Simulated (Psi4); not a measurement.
# CH3BFN (SMILES C#[N+][BH2-]F): M06-2X/def2-SVPD

What is the vertical ionisation energy of CH3BFN at M06-2X/def2-SVPD? 

The calculation is run with Psi4 1.11.

1 further run of the same task is left out (set aside as unsound or not needed).

### 1 The structure to begin with

CH3BFN has 7 atoms, charge 0, and is taken as a singlet. SMILES: `C#[N+][BH2-]F`. Geometry: relaxed at GFN2-xTB.

Bond lengths: C1–N2 1.144 Å, N2–B3 1.502 Å, B3–F4 1.390 Å, C1–H5 1.055 Å, B3–H6 1.193 Å, B3–H7 1.192 Å. Angles: C1–N2–B3 175.1°, N2–B3–F4 105.3°, N2–C1–H5 179.2°, N2–B3–H6 105.1°, N2–B3–H7 105.1°, F4–B3–H6 112.4°, F4–B3–H7 112.5°, H6–B3–H7 115.4°.

### 2 Energy and gradient at M06-2X/def2-SVPD

File job.in:

```
memory 1600 mb

molecule {
  0 1
  C     -1.291940     0.797020    -0.678990
  N     -0.366240     0.318890    -0.207260
  B      0.788360    -0.421380     0.404480
  F      0.392070    -1.753630     0.438170
  H     -2.138490     1.251870    -1.114600
  H      0.912580     0.044360     1.495550
  H      1.703670    -0.237130    -0.337340
  symmetry c1
  no_reorient
  no_com
}

set basis def2-SVPD
set reference rks
set puream true
set e_convergence 1e-09
set d_convergence 1e-08
set scf_type pk
set dft_radial_points 99
set dft_spherical_points 590

E, wfn = gradient('m06-2x', return_wfn=True)
```

Launch:

```sh
psi4 job.in job.out -n 1
```

job.out:

```text
[...]
  Running in c1 symmetry.
[...]
  Nuclear repulsion =   99.541678583170210
[...]
  Multiplicity = 1
[...]
  Nalpha       = 15
  Nbeta        = 15
[...]
    Number of basis functions: 107
[...]
   @RKS iter   1:  -218.97258596461671   -5.94577e-01   4.95711e-03 ADIIS/DIIS
[...]
   @RKS iter  11:  -219.11187853204774   -2.16573e-11   8.49536e-09 DIIS
[...]
    Orbital Energies [Eh]
    ---------------------
    Doubly Occupied:
       1A    -25.177569     2A    -14.880156     3A    -10.695579
       4A     -7.048212     5A     -1.245199     6A     -1.116179
       7A     -0.772668     8A     -0.704636     9A     -0.549580
      10A     -0.543623    11A     -0.540127    12A     -0.478271
      13A     -0.463709    14A     -0.401890    15A     -0.332253
[...]
  @RKS Final Energy:  -219.11187853204774
   => Energetics <=
    Nuclear Repulsion Energy =             99.5416785831702100
    One-Electron Energy =                -496.3876068045923375
    Two-Electron Energy =                 191.1343484209890846
    DFT Exchange-Correlation Energy =     -13.4002987316146847
    Empirical Dispersion Energy =           0.0000000000000000
    VV10 Nonlocal Energy =                  0.0000000000000000
    Total Energy =                       -219.1118785320477400
[...]
 Multipole Moments:
 ------------------------------------------------------------------------------------
     Multipole            Electronic (a.u.)      Nuclear  (a.u.)        Total (a.u.)
 ------------------------------------------------------------------------------------
 L = 1.  Multiply by 2.5417464519 to convert [e a0] to [Debye]
 Dipole X            :          2.6349259           -4.4732274           -1.8383015
 Dipole Y            :         20.2341500          -18.5497784            1.6843716
 Dipole Z            :         -1.9675563            0.9161014           -1.0514548
 Magnitude           :                                                    2.7059227
[...]
  -Total Gradient:
     Atom            X                  Y                   Z
    ------   -----------------  -----------------  -----------------
       1       -0.020287723773     0.008433336761    -0.009954559947
       2        0.034337641513    -0.018395077023     0.017562673522
       3       -0.020048166329     0.018013093417    -0.011541771215
       4        0.004698370609     0.013262383495     0.000002301264
       5        0.015115011220    -0.008060750705     0.007728694810
       6       -0.003444407779    -0.007863293507    -0.009937313083
       7       -0.010435534047    -0.005423531146     0.006117148577
[...]
```

Wall time 66 s (1 thread of Intel Xeon Platinum 8275CL at 3.00GHz (Skylake/Cascade Lake), shared host); peak memory 0.61 GiB.

### 3 The doublet cation, same level

File ch3bfn.dat:

```
memory 1.6 GB

molecule {
  1 2
  C     -1.291940     0.797020    -0.678990
  N     -0.366240     0.318890    -0.207260
  B      0.788360    -0.421380     0.404480
  F      0.392070    -1.753630     0.438170
  H     -2.138490     1.251870    -1.114600
  H      0.912580     0.044360     1.495550
  H      1.703670    -0.237130    -0.337340
  symmetry c1
}

set reference uks
set puream true
set e_convergence 1e-09
set d_convergence 1e-08
set scf_type pk
set dft_radial_points 99
set dft_spherical_points 590
set maxiter 200

e_tot, wfn = gradient("m06-2x/def2-SVPD", return_wfn=True)
print_variables()
```

Launch:

```sh
psi4 -n 1 ch3bfn.dat ch3bfn.out
```

ch3bfn.out:

```text
[...]
  Running in c1 symmetry.
[...]
  Nuclear repulsion =   99.541678583170210
[...]
  Multiplicity = 2
[...]
  Nalpha       = 15
  Nbeta        = 14
[...]
    Number of basis functions: 107
[...]
   @UKS iter   1:  -218.65587148680598   -2.77862e-01   3.67923e-03 ADIIS/DIIS
[...]
   @UKS iter  15:  -218.72922043187921   -8.21387e-12   6.58945e-09 DIIS
[...]
   @S^2 Observed:                7.582776051E-01
[...]
    Orbital Energies [Eh]
    ---------------------
    Alpha Occupied:
       1A    -25.500680     2A    -15.095240     3A    -10.931855
       4A     -7.364897     5A     -1.553601     6A     -1.341191
       7A     -1.013585     8A     -0.930168     9A     -0.841010
      10A     -0.823754    11A     -0.810321    12A     -0.750217
      13A     -0.724853    14A     -0.713235    15A     -0.659226
    Alpha Virtual:
      16A     -0.235694    17A     -0.229373    18A     -0.138199
      19A     -0.118183    20A     -0.093637    21A     -0.076601
      22A     -0.053872    23A     -0.038375    24A     -0.028824
      25A     -0.014079    26A     -0.007562    27A      0.007693
[...]
  @UKS Final Energy:  -218.72922043187921
   => Energetics <=
    Nuclear Repulsion Energy =             99.5416785831702100
    One-Electron Energy =                -488.4426074636096473
    Two-Electron Energy =                 183.3916790733648838
    DFT Exchange-Correlation Energy =     -13.2199706248046720
    Empirical Dispersion Energy =           0.0000000000000000
    VV10 Nonlocal Energy =                  0.0000000000000000
    Total Energy =                       -218.7292204318792130
[...]
 Multipole Moments:
 ------------------------------------------------------------------------------------
     Multipole            Electronic (a.u.)      Nuclear  (a.u.)        Total (a.u.)
 ------------------------------------------------------------------------------------
 L = 1.  Multiply by 2.5417464519 to convert [e a0] to [Debye]
 Dipole X            :         -0.1494019           -0.6105632           -0.7599651
 Dipole Y            :         -1.5116099            3.4014133            1.8898034
 Dipole Z            :          0.1680381           -0.7849791           -0.6169410
 Magnitude           :                                                    2.1282669
[...]
  -Total Gradient:
     Atom            X                  Y                   Z
    ------   -----------------  -----------------  -----------------
       1       -0.026112290312     0.011197248775    -0.012870456299
       2        0.028203940254    -0.014343977053     0.014276103069
       3        0.064038135808     0.074120200674     0.016241462311
       4       -0.020300608313    -0.037012384026    -0.003090553972
       5        0.022542964607    -0.011949601758     0.011518744631
       6       -0.027425791139    -0.013394470741    -0.028742973871
       7       -0.041026540900    -0.008609047637     0.002631745565
[...]
```

Wall time 1.8 min (1 thread of Intel Xeon Platinum 8275CL at 3.00GHz (Skylake/Cascade Lake), shared host); peak memory 0.63 GiB.

### 4 Outcome

Level: M06-2X/def2-SVPD.

| quantity | value |
| --- | --- |
| singlet CH3BFN: total energy | -219.11188 Eh |
| singlet CH3BFN: dipole moment | 6.88 D |
| singlet CH3BFN: HOMO energy | -9.04 eV |
| singlet CH3BFN: LUMO energy | -0.67 eV |
| singlet CH3BFN: HOMO–LUMO gap | 8.37 eV |
| singlet CH3BFN: largest force on an atom | 2.197 eV/Å |
| doublet cation: total energy | -218.72922 Eh |
| doublet cation: HOMO energy (highest over α and β) | -17.94 eV |
| doublet cation: LUMO energy (lowest over α and β) | -11.86 eV |
| doublet cation: ⟨S²⟩ | 0.758 |
| doublet cation: largest force on an atom | 5.106 eV/Å |
| vertical ionisation energy (to the doublet cation) | 10.413 eV |

Removing an electron at fixed nuclei costs 10.41 eV (240 kcal/mol). The largest force (singlet CH3BFN) is 2.20 eV/Å: the shape isn't a stationary point for this species at this level. The negative HOMO energy of the first species, 9.04 eV, lies 1.37 eV below that difference.
